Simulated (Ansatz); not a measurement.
Consider cell relaxations under several functionals of TaRu, space group P4/mmm (the Ansatz DFT code, driven from Python).

The script, `run_lattice.py`:
```python
"""How the lattice of TaRu depends on the functional."""

import warnings

import ansatz as az
import numpy as np

def edges_and_angles(cell):
    cell = np.asarray(cell)
    a, b, c = np.linalg.norm(cell, axis=1)
    cosines = cell[1] @ cell[2] / (b * c), cell[0] @ cell[2] / (a * c), cell[0] @ cell[1] / (a * b)
    return (a, b, c, *np.degrees(np.arccos(cosines)))


def main() -> None:
    warnings.simplefilter("ignore", az.DeckWarning)

    system = (
        az.Lattice.of([3.053, 0.0, 0.0], [0.0, 3.053, 0.0], [0.0, 0.0, 3.389])
        .atom("Ta", [0.5, 0.5, 0.5])
        .atom("Ru", [0.0, 0.0, 0.0])
    )

    model = (
        system.calculation()
        .kpoints(11, 11, 10, center="gamma")
        .occupations("fermi_dirac")
        .relax(cell=True, force_tolerance=0.02)
    )

    levels = [("pbesol", "none"), ("lda", "none"), ("pbesol", "d3bj")]
    print("level            a       b       c    alpha   beta  gamma  V/atom  steps")
    for name, dispersion in levels:
        seen = []
        run = model.functional(name, dispersion=dispersion).session().plan()
        res = run.execute(on_event=lambda e: seen.append(e) if e["event"] == "relax_step" else None)
        cell = res.lattice.cell_ang
        label = name if dispersion == "none" else f"{name}+{dispersion}"
        print("{:13s} {:7.4f} {:7.4f} {:7.4f} {:6.2f} {:6.2f} {:6.2f}".format(label, *edges_and_angles(cell)), f"{abs(np.linalg.det(cell)) / len(res.lattice.sites):7.3f} {len(seen):5d}")


if __name__ == "__main__":
    main()
```

Rank the levels of theory by the volume of the relaxed cell.

From smallest to largest: PBEsol+D3BJ (15.11 Å³ an atom, -4.3 % against the start), LDA (15.19 Å³ an atom, -3.8 % against the start) and PBEsol (15.50 Å³ an atom, -1.9 % against the start). The spread is 2.6 % in volume.

The output:

```console
$ python run_lattice.py
level            a       b       c    alpha   beta  gamma  V/atom  steps
pbesol         3.0279  3.0279  3.3815  90.00  90.00  90.00  15.501     5
lda            3.0066  3.0066  3.3602  90.00  90.00  90.00  15.187     6
pbesol+d3bj    3.0047  3.0047  3.3471  90.00  90.00  90.00  15.109     6
```

Notes:
- The run is spin-unpolarised.
- Forces vanish by symmetry, so the ions can't move, and the end may be a saddle.
- Dispersion corrections can be off by several per cent in the lattices of metals, and by several GPa in the pressure at a fixed cell.
- Spin-orbit coupling, which matters for elements this heavy, is left out.
- The structure is a deposited one; some such entries were measured under pressure or heat, so a shift against it needn't be the functional's error alone.
- Hardware and time: 59 s on 1 thread of Arm Neoverse V2, with other jobs on the host, peak memory 0.47 GiB.
